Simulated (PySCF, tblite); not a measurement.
# CH₉FNPSi₂, a small molecule taken as a stand-in for a surface group (Si site with back bonds C, N, [PH][SiH3]): NMR shifts, core binding energies and electronic excitations

What NMR shifts, core binding energies and electronic excitations should one expect for `C[Si](N)(F)P[SiH3]`?

Programs: tblite 0.8.0 and PySCF 2.14.0. All values are calculated, for the isolated system unless a continuum is named. Atoms count from 0, parts from 1.

## Step 1: The system as given

15 atoms, charge 0, multiplicity 1; geometry: distance geometry start.

## Step 2: Relaxing the cluster with GFN2-xTB

The job: settings as JSON, then the geometry in Å.

```
{"job": {"kind": "relax", "xc": "GFN2-xTB", "basis": "xTB"}, "charge": 0, "multiplicity": 1}
Si    -0.717563    -0.292464    -0.268822
C     -1.377248     1.273930     0.426961
N     -1.907073    -1.517832    -0.221892
P      0.982642    -1.111462     0.798687
Si     2.394677     0.428668     0.200639
F     -0.367639    -0.128098    -1.824805
H     -0.640625     2.096074     0.307146
H     -1.638168     1.201994     1.489836
H     -2.288655     1.607468    -0.092635
H     -1.449031    -2.402299    -0.479524
H     -2.572347    -1.348642    -0.927735
H      1.344208    -2.123904    -0.140809
H      1.989773     1.738738     0.744365
H      2.492951     0.500645    -1.290429
H      3.742648     0.078674     0.701314
```

Method: GFN2-xTB geometry optimisation, gas phase.

Started as:

```sh
$ OMP_NUM_THREADS=1 python cluster_run.py task.json out
```

The driver reads the jobs from task.json and runs them one after another.

**Question.** The jobs that follow are: PBE0-D3(BJ)/def2-SVP geometry optimisation, gas phase; GIAO PBE0/pcSseg-1 NMR shielding, non-relativistic, gas phase; delta-SCF UKS SCAN, pcX-2 on the ionised atom, pcseg-1 elsewhere, spin-free X2C; TDDFT CAM-B3LYP/def2-SVPD, vertical, gas phase, core orbitals frozen in the response. Predict: point group; rotational constants (main isotopes); 13C shifts against TMS (PBE0/pcSseg-1); 1H shifts against TMS (PBE0/pcSseg-1); 29Si shifts against TMS (PBE0/pcSseg-1); 15N shifts against NH3 (PBE0/pcSseg-1); 31P shifts against H3PO4 (PBE0/pcSseg-1); 19F shifts against CFCl3 (PBE0/pcSseg-1); Si2p binding energies, SCAN/pcX-2 (standing for 1 of 2 atoms); C1s binding energies, SCAN/pcX-2; N1s binding energies, SCAN/pcX-2; P2p binding energies, SCAN/pcX-2; F1s binding energies, SCAN/pcX-2; lowest singlet (CAM-B3LYP/def2-SVPD); brightest single state of those computed; lowest triplet; vertical ionisation energy (ΔSCF).

The runs gave:

```
                                                     quantity                                                     value
                                                  point group                                                        C1
                         rotational constants (main isotopes)                                      2.57, 1.18, 1.05 GHz
                       13C shifts against TMS (PBE0/pcSseg-1)                                                  -0.7 ppm
                        1H shifts against TMS (PBE0/pcSseg-1)  4.40, 4.18, 3.94, 1.31, 1.15, 1.07, 0.35, 0.33, 0.08 ppm
                      29Si shifts against TMS (PBE0/pcSseg-1)                                           18.0, -74.6 ppm
                       15N shifts against NH3 (PBE0/pcSseg-1)                                                  44.2 ppm
                     31P shifts against H3PO4 (PBE0/pcSseg-1)                                                -312.0 ppm
                     19F shifts against CFCl3 (PBE0/pcSseg-1)                                                -118.5 ppm
Si2p binding energies, SCAN/pcX-2 (standing for 1 of 2 atoms)                                             Si0 107.67 eV
                             C1s binding energies, SCAN/pcX-2                                              C1 290.38 eV
                             N1s binding energies, SCAN/pcX-2                                              N2 404.84 eV
                             P2p binding energies, SCAN/pcX-2                                              P3 136.08 eV
                             F1s binding energies, SCAN/pcX-2                                              F5 691.52 eV
                         lowest singlet (CAM-B3LYP/def2-SVPD)                               6.18 eV (201 nm), f = 0.012
                     brightest single state of those computed                               state 4, 7.00 eV, f = 0.066
                                               lowest triplet                                                   5.47 eV
                            vertical ionisation energy (ΔSCF)                                                   9.30 eV
```

In words: The start of the PBE0/def2-SVP relaxation was shaken at random by about 0.01 Å, so part of the energy gained, and of the first lengths quoted, undoes that. The optimisation took 8 steps and gained 0.216 eV; among the close pairs (by a distance rule), P3–H11 changed most, from 1.367 to 1.431 Å (PBE0/def2-SVP). Hydrogens of an XH3 group are listed apart at this fixed geometry; free rotation makes them one line at their mean. At PBE0/pcSseg-1: The largest span, 141 ppm, is at P3, where the paramagnetic term is -348 ppm. The lowest singlet, at 6.18 eV, is HOMO→LUMO+1 0.36, HOMO→LUMO 0.28 and is weak; of the 6 states computed, the strongest absorption comes from state 4 at 7.00 eV. The lowest triplet lies 0.71 eV below the lowest singlet (triplets in Tamm-Dancoff, singlets in full TDDFT). ΔSCF puts the ionisation energy at 9.30 eV, 0.71 eV above −ε(HOMO). A capped cluster stands for the solid here, so long-range fields and strain are missing, and bands or shifts of the capping hydrogens have no counterpart in it.
